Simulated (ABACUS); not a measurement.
# TaN in ABACUS: the effect of dispersion

Crystal: TaN.

```
Ta N
1.0
     0.00000    2.22174    2.22174
     2.22174    0.00000    2.22174
     2.22174    2.22174    0.00000
Ta N
1 1
Direct
  0.50000 0.50000 0.50000
  0.00000 0.00000 0.00000
```

The cell isn't the ideal one: volume scaled by 1.06.

Alike in all runs:

| Property | Result |
| --- | --- |
| Program | ABACUS 3.10.1 |
| Task | equation of state |
| Functional | PBEsol |
| Potentials or basis | PseudoDojo NC SR 0.4.1 PBE standard |
| Cutoff | 1361 eV |
| Density cutoff | 5442 eV |
| Basis | DZP LCAO (the cutoffs set its grid) |
| k mesh | 7 × 7 × 7 |
| Occupations | fermi-dirac, width 0.05 eV |
| Spin | no spin polarisation |

```tsv
dispersion	pressure (GPa)
none	?
D3	-18.5
D3(BJ)	-19.7
D3(BJ)+ABC	-18.3
```

What does the run with dispersion none give?

Pressure -13.0 GPa.

Caveats: the atomic orbitals were generated for these runs and aren't a published set; the potentials were made for another functional, which shifts forces and pressure; the basis of atomic orbitals isn't converged, which shifts pressures, moduli and gaps; pairwise dispersion overbinds metals, which lowers pressure and volume (some runs).
